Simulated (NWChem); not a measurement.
**One shape, several levels: quartet C2H4ClSi**

Wanted: a comparison of 5 runs (UHF/def2-SVP, UB3LYP/def2-SVP, UM06-2X/def2-SVP, UPBE0/def2-SVP, UMP2/def2-SVP) of quartet C2H4ClSi. 

The calculation is run with NWChem 7.3.0.

2 further runs of the same task are left out: 2 set aside as unsound or not needed. Runs told in other sessions of the task aren't counted.

**1. Starting point**

The species is C2H4ClSi (8 atoms), meant as a quartet with charge 0. SMILES of the parent species: `C=C[SiH]Cl`. Geometry: relaxed at PBE0-D4/def2-TZVP. That shape belongs to the parent species and isn't relaxed for this state.

Bond lengths: C1–C2 1.335 Å, C2–Si3 1.841 Å, Si3–Cl4 2.059 Å, C1–H5 1.087 Å, C1–H6 1.086 Å, C2–H7 1.088 Å, Si3–H8 1.489 Å. Angles: C1–C2–Si3 122.0°, C2–Si3–Cl4 111.3°, C1–C2–H7 119.1°, Si3–C2–H7 118.7°, C2–C1–H5 121.9°, C2–C1–H6 122.0°, C2–Si3–H8 111.0°, Cl4–Si3–H8 109.0°, H5–C1–H6 116.1°.

**2. A single-point energy at UHF/def2-SVP (run 1)**

Contents of calc.nw:

```
start calc
title "C2H4ClSi energy"
memory total 2200 mb

geometry units angstrom noautosym nocenter noautoz
   C        0.647000       1.027000      -0.659700
   C        0.628500      -0.066700       0.105400
   Si      -0.903600      -0.642600       0.947100
   Cl      -1.031600      -2.697900       0.941300
   H       -0.256900       1.588200      -0.880600
   H        1.563900       1.404900      -1.102500
   H        1.561300      -0.591000       0.301600
   H       -2.116300      -0.079100       0.291500
end

basis "ao basis" spherical bse
   * library def2-SVP
end

scf
   quartet
   uhf
   thresh 1e-08
   maxiter 80
   print medium
end

task scf energy
```

Command:

```sh
$ nwchem calc.nw > calc.out
```

Log:

```text
[...]
  functions       =    84
[...]
  wavefunction    = UHF
[...]
         Total SCF energy =   -826.066278399138
      One electron energy =  -1503.893977174145
      Two electron energy =    494.979223999109
 Nuclear repulsion energy =    182.848474775898
                       Sz =      1.5000
                 Sz(Sz+1) =      3.7500
                      S^2 =      3.7700
[...]
```

Run time: 17 s. Hardware: 1 thread of Intel Xeon Platinum 8375C at 2.90GHz (Ice Lake), shared host; peak memory 0.099 GiB.

**3. A single-point energy at UB3LYP/def2-SVP (run 2)**

Contents of c2h4clsi.nw:

```
start c2h4clsi
memory stack 880 mb heap 220 mb global 1100 mb

geometry units angstroms noautosym nocenter noautoz
   C     0.647000    1.027000   -0.659700
   C     0.628500   -0.066700    0.105400
   Si   -0.903600   -0.642600    0.947100
   Cl   -1.031600   -2.697900    0.941300
   H    -0.256900    1.588200   -0.880600
   H     1.563900    1.404900   -1.102500
   H     1.561300   -0.591000    0.301600
   H    -2.116300   -0.079100    0.291500
end

basis "ao basis" spherical bse
   C library def2-SVP
   Si library def2-SVP
   Cl library def2-SVP
   H library def2-SVP
end

dft
   xc b3lyp
   mult 4
   grid xfine
   convergence energy 1e-08
   maxiter 100
   mulliken
end

task dft energy
```

Command:

```sh
$ nwchem c2h4clsi.nw > c2h4clsi.out
```

Log:

```text
[...]
          Wavefunction type:  spin polarized.
          No. of atoms     :     8
          No. of electrons :    47
[...]
          Charge           :     0
          Spin multiplicity:     4
[...]
          AO basis - number of functions:    84
[...]
              XC Information
              --------------
                         B3LYP Method XC Potential
                     Hartree-Fock (Exact) Exchange  0.200
                        Slater Exchange Functional  0.800 local
                    Becke 1988 Exchange Functional  0.720 non-local
              Lee-Yang-Parr Correlation Functional  0.810
                  VWN I RPA Correlation Functional  0.190 local
[...]
 d= 0,ls=0.0,diis     1   -827.7780490549 -1.01D+03  7.29D-03  1.00D-01     5.7
[...]
 d= 0,ls=0.0,diis    13   -827.8584068024 -1.30D-09  2.66D-07  1.11D-10    67.2
[...]
         Total DFT energy =     -827.858406802434
      One electron energy =    -1504.410915728394
           Coulomb energy =      555.295471009748
    Exchange-Corr. energy =      -61.591436859686
 Nuclear repulsion energy =      182.848474775898
[...]
      Total Density - Mulliken Population Analysis
     ---------------------------------------------
    Atom       Charge   Shell Charges
 -----------   ------   -------------------------------------------------------
    1 C    6     6.03   1.99  0.90  0.24  2.08  0.79  0.03
    2 C    6     6.18   1.99  0.93  0.30  2.08  0.86  0.03
    3 Si  14    13.59   2.00  1.98  1.12  0.25  5.92  1.20  0.89  0.23
    4 Cl  17    17.23   2.00  1.98  1.27  0.68  5.93  2.16  3.17  0.02
    5 H    1     0.96   0.74  0.20  0.02
    6 H    1     0.96   0.74  0.20  0.02
    7 H    1     0.95   0.74  0.19  0.02
    8 H    1     1.09   0.74  0.34  0.01
[...]
      <S2> =      3.7566 (Exact =     3.7500)
[...]
```

Wall time 68 s (1 thread of Intel Xeon Platinum 8375C at 2.90GHz (Ice Lake), shared host); peak memory 0.14 GiB.

Runs 3 to 4 aren't shown in full; the table further down has their settings and results.

**4. The energy at UMP2/def2-SVP (run 5)**

Contents of mol.nw:

```
start mol
memory stack 880 mb heap 220 mb global 1100 mb
charge 0
geometry noautosym nocenter noautoz
 C     0.647000    1.027000   -0.659700
 C     0.628500   -0.066700    0.105400
 Si   -0.903600   -0.642600    0.947100
 Cl   -1.031600   -2.697900    0.941300
 H    -0.256900    1.588200   -0.880600
 H     1.563900    1.404900   -1.102500
 H     1.561300   -0.591000    0.301600
 H    -2.116300   -0.079100    0.291500
end
basis spherical bse
 * library def2-SVP
end
scf
 quartet
 uhf
 thresh 1e-08
 maxiter 80
end
mp2
 freeze core 12
 tight
end
task mp2
```

Command:

```sh
$ nwchem mol.nw > mol.out
```

Log:

```text
[...]
  functions       =    84
[...]
  wavefunction    = UHF
[...]
         Total SCF energy =   -826.066278399138
      One electron energy =  -1503.893977174145
      Two electron energy =    494.979223999109
 Nuclear repulsion energy =    182.848474775898
                       Sz =      1.5000
                 Sz(Sz+1) =      3.7500
                      S^2 =      3.7700
[...]
          Total MP2 energy          -826.492732807887
[...]
```

Run time: 23 s. Hardware: 1 thread of Intel Xeon Platinum 8375C at 2.90GHz (Ice Lake), shared host; peak memory 0.2 GiB.

**5. The series**

| run | level | iteration cap | module | energy (Eh) | dipole moment (D) of the reference | HOMO energy (eV) | LUMO energy (eV) | wall time |
| --- | --- | --- | --- | --- | --- | --- | --- | --- |
| 1 | UHF/def2-SVP | 80 | scf | -826.066278 | 2.16 | -6.90 | -0.12 | 17 s |
| 2 | UB3LYP/def2-SVP | 100 | dft | -827.858407 | 1.85 | -3.51 | – | 68 s |
| 3 | UM06-2X/def2-SVP | 100 | dft | -827.749839 | 2.07 | -4.72 | -4.01 | 94 s |
| 4 | UPBE0/def2-SVP | 100 | dft | -827.460414 | 2.00 | -3.89 | – | 66 s |
| 5 | UMP2/def2-SVP | 80 | mp2 | -826.492733 | – | -6.90 | -0.12 | 23 s |

**6. Summary of results**

```
                                                         quantity          value
                                              run 5: total energy  -826.49273 Eh
run 5: HOMO energy (Hartree–Fock orbitals) (highest over α and β)       -6.90 eV
 run 5: LUMO energy (Hartree–Fock orbitals) (lowest over α and β)       -0.12 eV
              run 5: correlation energy (12 core orbitals frozen)     -426.5 mEh
                         run 5: ⟨S²⟩ of the reference determinant          3.770
```

**Reading.** Over runs 1, 2, 3, 4 the dipole moment (its size) runs from 1.85 D (UB3LYP/def2-SVP) to 2.16 D (UHF/def2-SVP). Totals of different functionals can't be ranked against each other. All runs together took 4.5 min, the longest 94 s.
